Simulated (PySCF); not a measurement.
# C2H6Tl (Tl(CH3)2+): the cost of one run

The runs use PySCF 2.14.0; several levels, as the steps say, no spin–orbit coupling.

1 further run of the same task is left out (for a known fault of the program).

## (1) Where the work starts

9 atoms, charge 1, spin multiplicity 1.

Bond lengths: Tl1–C2 2.140 Å, Tl1–C6 2.140 Å, C2–H3 1.099 Å, C2–H4 1.099 Å, C2–H5 1.099 Å, C6–H7 1.099 Å, C6–H8 1.099 Å, C6–H9 1.099 Å. Angles: C2–Tl1–C6 179.9°, Tl1–C2–H3 108.1°, Tl1–C2–H4 108.1°, Tl1–C2–H5 108.1°, H3–C2–H4 110.8°, H3–C2–H5 110.8°, H4–C2–H5 110.8°, Tl1–C6–H7 108.1°, Tl1–C6–H8 108.1°, Tl1–C6–H9 108.1°, H7–C6–H8 110.8°, H7–C6–H9 110.8°, H8–C6–H9 110.8°.

Geometry (Å):

```xyz
9

Tl    0.00000    0.00000    0.79199
C     2.13950    0.00000    0.78935
H     2.47923    0.00000   -0.25570
H     2.48216    0.90446    1.31077
H     2.48216   -0.90446    1.31077
C    -2.13950    0.00000    0.78935
H    -2.47923    0.00000   -0.25570
H    -2.48216   -0.90446    1.31077
H    -2.48216    0.90446    1.31077
```

Formal oxidation states: Tl +3. An earlier session relaxed this geometry at PBE0, Tl def2-SVP with ECP60, C def2-SVP, H def2-SVP (singlet, point group D3h).

At PBE0 on the finer grid: E = -251.901200 Eh, HOMO -13.41 eV, LUMO -6.42 eV, Mulliken charge on Tl1 +0.65 e, largest force component 0.004 eV/Å. 

Levels to run: BP86; HF; PBE0, TZVP. Hardware: 2 threads of Intel Xeon Platinum 8259CL at 2.50GHz (Skylake/Cascade Lake), shared host.

## (2) BP86

run.py (the lines that set the calculation) reads:

```python
mol = gto.M(atom='''
Tl     0.00000     0.00000     0.79199
C      2.13950     0.00000     0.78935
H      2.47923     0.00000    -0.25570
H      2.48216     0.90446     1.31077
H      2.48216    -0.90446     1.31077
C     -2.13950     0.00000     0.78935
H     -2.47923     0.00000    -0.25570
H     -2.48216    -0.90446     1.31077
H     -2.48216     0.90446     1.31077''',
    basis={'Tl': 'def2-SVP', 'C': 'def2-SVP', 'H': 'def2-SVP'},
    ecp={'Tl': 'def2-SVP'},
    charge=1, spin=0)
mf = dft.RKS(mol, xc='B88,P86')
mf.grids.atom_grid = (75, 302)
mf = mf.density_fit()  # fitting sets: Tl def2-universal-JKFIT, C def2-universal-JKFIT, H def2-universal-JKFIT
mf.conv_tol = 1e-08; mf.max_cycle = 55
mf.kernel(dm0)  # dm0: the density of the relaxed state
```

The run is started by

```console
$ OMP_NUM_THREADS=2 python run.py
```

**Question.** How long does this run take on 2 threads of Intel Xeon Platinum 8259CL at 2.50GHz (Skylake/Cascade Lake), shared host?

About 6.4 s.
